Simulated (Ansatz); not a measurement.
# NiPdO2: the cost of one run

Program: Ansatz 0.2.0. Level of theory: DFT LDA+U (U_eff = 3 eV on Ni d, Pd d), plane waves, PAW. These are calculated values, not measurements.

2 further runs of the same task are left out: 2 that didn't finish.

**1. The starting structure**

It takes space group R-3m (No. 166, trigonal). Conventional cell: a = 3.272 Å, b = 3.272 Å, c = 18.530 Å, α = 90.00°, β = 90.00°, γ = 120.00°. Pd (site symmetry -3m) is surrounded by 2 O at 1.98 Å. Ni (site symmetry -3m) has 6 O at 2.19 Å as nearest neighbours. O (site symmetry 3m) has 1 Pd at 1.98 Å and 3 Ni at 2.19 Å as nearest neighbours.

As a file:

```cif
data_structure
_symmetry_space_group_name_H-M 'R-3m:H'
_symmetry_Int_Tables_number 166
_cell_length_a 3.2719
_cell_length_b 3.2719
_cell_length_c 18.5302
_cell_angle_alpha 90.000
_cell_angle_beta 90.000
_cell_angle_gamma 120.000
_cell_volume 171.80
loop_
_atom_site_label
_atom_site_type_symbol
_atom_site_symmetry_multiplicity
_atom_site_Wyckoff_symbol
_atom_site_fract_x
_atom_site_fract_y
_atom_site_fract_z
_atom_site_occupancy
Pd1 Pd 3 a 0.00000 0.00000 0.00000 1
Ni1 Ni 3 b 0.33333 0.66667 0.16667 1
O1 O 6 c 0.00000 0.00000 0.10660 1
```

An earlier series on this cell reached its lowest free state from «ferromagnetic start, free, symmetry kept, no search», perhaps among other starts.

**2. Total moment locked at zero, no site moments, 0.00 μB per cell**

input.yaml

```yaml
crystal:
  lattice:
    - [1.63597259, 0.94452921, 6.17674138]
    - [-1.63597259, 0.94452921, 6.17674138]
    - [0.0, -1.88905843, 6.17674138]
  atoms:
    - { symbol: Pd, position: [0.0, 0.0, 0.0] }
    - { symbol: Ni, position: [0.5, 0.5, 0.5] }
    - { symbol: O, position: [0.1066, 0.1066, 0.1066] }
    - { symbol: O, position: [0.8934, 0.8934, 0.8934] }
basis:
  ecutwfc: 420
  ecutrho_ratio: 4
kpoints:
  mp_grid: { grid: [7, 7, 7] }
hamiltonian:
  xc: lda
  hubbard:
    sites: [{ site: 0, l: d, u_eff: 3.0 }, { site: 1, l: d, u_eff: 3.0 }]
scf:
  occupations: { method: gaussian, width: 0.05 }
  lower_state_search: "off"
  max_iter: 150
output:
  forces: true
  stress: true
  eigenvalues: true
  populations: true
  hubbard: { sites: [{ site: 0, l: d }, { site: 1, l: d }] }
magnetization:
  spin_polarized: true
  initial_magnetization: 0.0
  spin_locking: { lock_magnetization: hard }
```

The lock stays on to the end, so the result is a constrained state.

On the command line:

```console
$ ansatz run input.yaml --threads 2 --pin off --max-ram 3072MiB --backend cpu --events-out ev --progress --plain --runs-dir out
```

Q: Estimate wall time and peak memory on 2 threads of Arm Neoverse V1, shared host.

About 6.9 s, with a peak of 0.46 GiB.
